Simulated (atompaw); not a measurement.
# A PAW (atompaw) potential for Pd, from input to tests

Aim: build the potential from the settings below, then test how well it stands in for the atom: scattering, ghost states and the plane-wave cutoff that it needs.

Program: atompaw 4.2.0.5. Reference atom: LDA (PW92), scalar-relativistic, spherical and spin-unpolarised. All values are calculated.

### Step 1. The design

The settings as typed:

| Property | Result |
| --- | --- |
| element | palladium (Pd, Z = 46) |
| type | PAW |
| frozen core | [Ar] 3d10 |
| valence charge | 18 |
| reference configuration | 4s2 4p6 4d10 5s0 5p0 |
| partial waves | 4s (bound); 5s (bound, empty); 4p (bound); 5p (bound, empty); 4d (bound); 4d channel at 4.05 Ry |
| local potential | troulliermartins scheme with l = 3 at 0.5 Ry, radius 1.50 bohr |
| core correction | smooth core density matched at 2.05 bohr |
| augmentation charge | sinc compensation charge, radius 2.10 bohr; PAW radius 2.25 bohr; waves and projectors: bloechl |

The outer shells as boxes (Hund's rule for the drawing; the calculation is spin-unpolarised):

```
[Ar] core
3d [↑↓][↑↓][↑↓][↑↓][↑↓]
4s [↑↓]
4p [↑↓][↑↓][↑↓]
4d [↑↓][↑↓][↑↓][↑↓][↑↓]
5s [  ]
5p [  ][  ][  ]
```

### Step 2. Generation

Pd.input

```
Pd 46
LDA-PW scalarrelativistic loggrid 1500 logderivrange -8 5 326
5 5 4 0 0 0
5 0 0
5 1 0
0 0 0
c
c
c
v
v
c
c
v
v
c
v
2
2.25 2.10 1.50 2.05
n
n
y
4.05
n
bloechl sinc
3 0.5 troulliermartins
PWSCFOUT
UPFDX 0.0125d0 UPFXMIN -7.d0 UPFZMESH 46.d0
END
```

Run with:

```bash
atompaw < Pd.input > Pd.log
```

**Question.** What will these runs give? Wanted: cutoffs for 10 and 1 mRy, occupied levels; bound ghosts; largest phase difference near zero energy, channels read; lowest eigenvalue of the overlap; share of valence orbitals outside the PAW sphere; UPF file.

The runs gave:

| quantity | value |
| --- | --- |
| cutoffs for 10 and 1 mRy, occupied levels | 140 Ry and 180 Ry |
| bound ghosts | none found |
| largest phase difference near zero energy, channels read | 0.110 rad |
| lowest eigenvalue of the overlap (Bessel basis) | 0.080 (s) |
| share of valence orbitals outside the PAW sphere | 4s 0 %, 5s 80 %, 4p 1 %, 5p 96 %, 4d 17 % |
| UPF file | not written |

What this shows: It counts as very hard, with 140 Ry needed at the looser tolerance. The Bessel-basis test finds no level below the valence levels. Near zero energy the largest phase difference among the channels read is 0.11 rad, in the s channel. In the s channel the atom's pole at 3.89 Ry sits lower, at 1.49 Ry, in the pseudo curve. The pseudo core plus compensation charge is negative at some radii, so no UPF file was written. These are tests on the free atom; a crystal test is still owed.
